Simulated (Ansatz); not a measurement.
# AlGaH (quartet): from Hartree-Fock to the top rungs at distance Ga2–H3 = 1.673 Å, 6-31G

Aim: climb from Hartree-Fock through coupled cluster and multireference methods for AlGaH (quartet) at one geometry and basis, and see what each rung misses.

Method: 6-31G, core rule «outside noble gas», up to 19 orbitals frozen; program: Ansatz 0.2.0, Gaussian basis.

To be run: UHF; CCSD(T) on ROHF; CCSD(T) on UHF; BCCD(T) on ROHF; CISD; CCSDT(Q) on ROHF; CCSDT(Q) on UHF; CASSCF and MRCISD+Q, 5 electrons in 5 orbitals; CASSCF and NEVPT2, 5 electrons in 5 orbitals; CASSCF and MRCISD+Q, 7 electrons in 9 orbitals; CASSCF and NEVPT2, 7 electrons in 9 orbitals; Full CI.

23 further runs of the same task are left out: 2 for a known fault of the program, 17 that didn't finish, 4 set aside as unsound or not needed.

### Step 1. The system

The geometry derives from a PBE0/def2-TZVP stationary point (not a proven minimum). One bond is set to the value named and the two fragments are kept rigid. No spin-orbit coupling is included. The filled d shell of Ga may be among the frozen orbitals whatever the setting's name suggests; the logs give the count.

3 atoms, charge 0, spin multiplicity 4.

Atoms are counted from 1 here; the program's logs count them from 0.

Bond lengths: Al1–Ga2 2.308 Å, Ga2–H3 1.673 Å. Angles: Al1–Ga2–H3 180.0°.

### Step 2. UHF

in.yaml reads:

```yaml
crystal:
  periodic: [false, false, false]
  atoms:
    - {symbol: Al, position_ang: [0.000000, 0.000000, 2.096600]}
    - {symbol: Ga, position_ang: [0.000000, 0.000000, -0.211800]}
    - {symbol: H, position_ang: [0.000000, 0.000000, -1.884800]}
basis:
  gaussian: {orbitals: 6-31G}
magnetization: {spin_polarized: true, initial_magnetization: 3}
hamiltonian: {xc: hf}
output: {orbitals: {seedname: orbitals}}
```

Started as:

```
> ansatz run in.yaml --threads 1 --pin off --events-out ev --progress --plain --max-ram 2393MiB
```

The runs that follow: CCSD(T) on ROHF; CCSD(T) on UHF; BCCD(T) on ROHF; CISD; CCSDT(Q) on ROHF; CCSDT(Q) on UHF; CASSCF and MRCISD+Q, 5 electrons in 5 orbitals; CASSCF and NEVPT2, 5 electrons in 5 orbitals; CASSCF and MRCISD+Q, 7 electrons in 9 orbitals; CASSCF and NEVPT2, 7 electrons in 9 orbitals; Full CI.

Before running them: what should the planned runs give, taken together? Wanted: FCI below the RHF energy; RMP2 from FCI; UMP2 from FCI; RCCSD from FCI; RCCSD(T) from FCI; UCCSD(T) from FCI; RCCSDT(Q) from FCI; UCCSDT(Q) from FCI; NEVPT2 pair from FCI.

The runs gave:

| quantity | value |
| --- | --- |
| FCI below the RHF energy | -1.9980 eV |
| RMP2 from FCI | +15.23 kcal/mol |
| UMP2 from FCI | +15.03 kcal/mol |
| RCCSD from FCI | +1.93 kcal/mol |
| RCCSD(T) from FCI | +0.68 kcal/mol |
| UCCSD(T) from FCI | +0.64 kcal/mol |
| RCCSDT(Q) from FCI | +0.05 kcal/mol |
| UCCSDT(Q) from FCI | +0.02 kcal/mol |
| NEVPT2 pair from FCI | +13.32 kcal/mol |
| MRCISD+Q pair from FCI | +0.53 kcal/mol |
| NEVPT2 valence from FCI | +3.40 kcal/mol |
| levels within 1 kcal/mol (43 meV) | RCCSD(T), UCCSD(T), BCCD(T), RCCSDT, UCCSDT, RCCSDT(Q), UCCSDT(Q), MRCISD+Q pair, MRCISD valence, MRCISD+Q valence |
| T1 diagnostic | 0.040 |
| effectively unpaired electrons | 3.04 |

In words: RCCSD(T) lands +0.68 kcal/mol from the yardstick (1.5 % of the correlation energy). The occupations are near whole numbers, but T1 = 0.040 shows that the orbitals relax strongly. Of the multireference levels listed MRCISD+Q valence comes nearest in total energy (+0.07 kcal/mol), which doesn't show that its space is the better one. These misses are within one basis, not against nature; the frozen cores of restricted and unrestricted runs differ, which can shift their rows.
